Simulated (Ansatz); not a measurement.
# C₂H₃BF₂: how energies converge with the basis set

One table from this session's results is given with a row withheld; the runs are named, their logs left out.

Program: Ansatz 0.2.0, Gaussian basis. Level of theory: one geometry, several basis sets. These are calculated values, not measurements.

The runs, in order: PBE0-D4/def2-SVP; ωB97M-V/def2-SVP; PBE0-D4/def2-QZVPP; ωB97M-V/def2-QZVPP; the functionals' def2-TZVPP values are taken from earlier runs.

## The relaxed structure

All runs share one geometry, relaxed beforehand with PBE0-D4 in a triple-zeta def2 set.

SMILES `C=CB(F)F`, 8 atoms, charge 0, spin multiplicity 1.

Atoms are counted from 1 here; the program's logs count them from 0.

Bond lengths: C1–C2 1.332 Å, C1–H6 1.086 Å, C1–H7 1.086 Å, C2–B3 1.543 Å, C2–H8 1.087 Å, B3–F4 1.322 Å, B3–F5 1.323 Å. Angles: C2–C1–H6 122.4°, C2–C1–H7 121.1°, H6–C1–H7 116.5°, C1–C2–B3 121.6°, C1–C2–H8 119.2°, B3–C2–H8 119.2°, C2–B3–F4 121.7°, C2–B3–F5 121.8°, F4–B3–F5 116.5°.

Set-up of the first run:

in.yaml reads:

```yaml
crystal:
  periodic: [false, false, false]
  atoms:
    - {symbol: C, position_ang: [-0.090233, 0.508221, 1.143214]}
    - {symbol: C, position_ang: [-0.498378, -0.200951, 0.091670]}
    - {symbol: B, position_ang: [0.393432, -0.387721, -1.153680]}
    - {symbol: F, position_ang: [-0.010621, -1.091273, -2.197863]}
    - {symbol: F, position_ang: [1.601407, 0.147187, -1.232683]}
    - {symbol: H, position_ang: [-0.707619, 0.647213, 2.025199]}
    - {symbol: H, position_ang: [0.887861, 0.979466, 1.156906]}
    - {symbol: H, position_ang: [-1.483650, -0.659240, 0.111336]}
basis:
  gaussian: {orbitals: def2-SVP}
hamiltonian: {xc: pbe0, dispersion: d4}
output: {orbitals: {seedname: orbitals}}
```

Steps of the session up to this table: PBE0-D4 in def2-SVP; ωB97M-V in def2-SVP; PBE0-D4 in def2-QZVPP; ωB97M-V in def2-QZVPP.

One table of the session follows, with a row left open; its other results are not shown here.

It belongs to the step «Functionals by basis». 

| functional | basis | HOMO (eV) |
| --- | --- | --- |
| PBE0-D4 | def2-SVP | ? |
| PBE0-D4 | def2-TZVPP | -8.65 |
| PBE0-D4 | def2-QZVPP | -8.66 |
| ωB97M-V | def2-SVP | -10.81 |
| ωB97M-V | def2-TZVPP | -10.89 |
| ωB97M-V | def2-QZVPP | -10.90 |

Estimate the missing values for PBE0-D4, def2-SVP.

As computed: HOMO (eV): -8.57. In the column «HOMO (eV)» it is the highest.
